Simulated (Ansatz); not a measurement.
**C9H21In: how energies converge with the basis set**

The task here is to estimate one member of a computed series from the others.

Method: one geometry, several basis sets; program: Ansatz 0.2.0, Gaussian basis.

Plan: PBE0-D4/def2-SVP; ωB97M-V/def2-SVP; PBE0-D4/def2-QZVPP; ωB97M-V/def2-QZVPP; the functionals' def2-TZVPP values are taken from earlier runs.

### Structure used throughout

The geometry comes from an earlier relaxation with PBE0-D4 in a triple-zeta def2 set; it is a stationary point, not always the lowest conformer. In takes the def2 core potential; no spin-orbit term is included.

SMILES `C[CH](C)[In]([CH](C)C)[CH](C)C`, 31 atoms, charge 0, spin multiplicity 1.

Atoms are counted from 1 here; the program's logs count them from 0.

Bond lengths: C1–C2 1.524 Å, C1–H11 1.095 Å, C1–H12 1.094 Å, C1–H13 1.099 Å, C2–C3 1.523 Å, C2–In4 2.198 Å, C2–H14 1.095 Å, C3–H15 1.095 Å, C3–H16 1.094 Å, C3–H17 1.099 Å, In4–C5 2.196 Å, In4–C8 2.196 Å, C5–C6 1.521 Å, C5–C7 1.525 Å, C5–H18 1.096 Å, C6–H19 1.093 Å, C6–H20 1.095 Å, C6–H21 1.099 Å and more. Angles: C2–C1–H11 111.8°, C2–C1–H12 112.6°, C2–C1–H13 111.2°, H11–C1–H12 107.4°, H11–C1–H13 106.6°, H12–C1–H13 107.0°, C1–C2–C3 111.0°, C1–C2–In4 110.7°, C1–C2–H14 108.5°, C3–C2–In4 111.7°, C3–C2–H14 108.5°, In4–C2–H14 106.2°, C2–C3–H15 111.7°, C2–C3–H16 112.6°, C2–C3–H17 111.1°, H15–C3–H16 107.4°, H15–C3–H17 106.7°, H16–C3–H17 107.0° and more.

The first run:

in.yaml

```yaml
crystal:
  periodic: [false, false, false]
  atoms:
    - {symbol: C, position_ang: [-2.331434, -1.409774, -0.318799]}
    - {symbol: C, position_ang: [-1.309763, -0.725598, -1.218581]}
    - {symbol: C, position_ang: [-1.975070, 0.316657, -2.107640]}
    - {symbol: In, position_ang: [0.318156, 0.144532, -0.024877]}
    - {symbol: C, position_ang: [-0.109568, 1.705560, 1.459197]}
    - {symbol: C, position_ang: [-1.456027, 2.384743, 1.261269]}
    - {symbol: C, position_ang: [0.012121, 1.117665, 2.861321]}
    - {symbol: C, position_ang: [2.341442, -0.664869, -0.292639]}
    - {symbol: C, position_ang: [2.828828, -0.420135, -1.714666]}
    - {symbol: C, position_ang: [2.365676, -2.150369, 0.042818]}
    - {symbol: H, position_ang: [-2.801227, -0.703098, 0.373137]}
    - {symbol: H, position_ang: [-1.891880, -2.211870, 0.281944]}
    - {symbol: H, position_ang: [-3.142527, -1.858680, -0.909152]}
    - {symbol: H, position_ang: [-0.847591, -1.485141, -1.858563]}
    - {symbol: H, position_ang: [-2.429418, 1.120381, -1.519822]}
    - {symbol: H, position_ang: [-1.273771, 0.780033, -2.808180]}
    - {symbol: H, position_ang: [-2.779989, -0.130270, -2.707868]}
    - {symbol: H, position_ang: [0.683374, 2.452321, 1.334905]}
    - {symbol: H, position_ang: [-1.537473, 2.872917, 0.286462]}
    - {symbol: H, position_ang: [-2.284048, 1.672841, 1.336355]}
    - {symbol: H, position_ang: [-1.629571, 3.154539, 2.026170]}
    - {symbol: H, position_ang: [0.996147, 0.676605, 3.046268]}
    - {symbol: H, position_ang: [-0.147120, 1.887464, 3.628816]}
    - {symbol: H, position_ang: [-0.736536, 0.338837, 3.043443]}
    - {symbol: H, position_ang: [3.001313, -0.135234, 0.402293]}
    - {symbol: H, position_ang: [2.171606, -0.890032, -2.454452]}
    - {symbol: H, position_ang: [2.889678, 0.644397, -1.960732]}
    - {symbol: H, position_ang: [3.831004, -0.843480, -1.869910]}
    - {symbol: H, position_ang: [1.680017, -2.720340, -0.593579]}
    - {symbol: H, position_ang: [3.366734, -2.576709, -0.111675]}
    - {symbol: H, position_ang: [2.089214, -2.350893, 1.082436]}
basis:
  gaussian: {orbitals: def2-SVP}
hamiltonian: {xc: pbe0, dispersion: d4}
output: {orbitals: {seedname: orbitals}}
```

Command:

```bash
$ ansatz run in.yaml --threads 11 --pin off --events-out ev --progress --plain --max-ram 174080MiB --backend cpu
```

Among the steps run: PBE0-D4 in def2-SVP; ωB97M-V in def2-SVP; PBE0-D4 in def2-QZVPP; ωB97M-V in def2-QZVPP.

One of the session's tables, all rows but one given; the rest of the session is left out.

It belongs to the step «Functionals by basis». 

| functional | basis | HOMO (eV) |
| --- | --- | --- |
| PBE0-D4 | def2-SVP | -6.02 |
| PBE0-D4 | def2-TZVPP | -6.04 |
| PBE0-D4 | def2-QZVPP | -6.05 |
| ωB97M-V | def2-SVP | ? |
| ωB97M-V | def2-TZVPP | -8.17 |
| ωB97M-V | def2-QZVPP | -8.17 |

Estimate the missing values for ωB97M-V, def2-SVP.

**Answer.** HOMO (eV): -8.15. In the column «HOMO (eV)» it lies between ωB97M-V, def2-QZVPP (-8.17) and PBE0-D4, def2-QZVPP (-6.05).
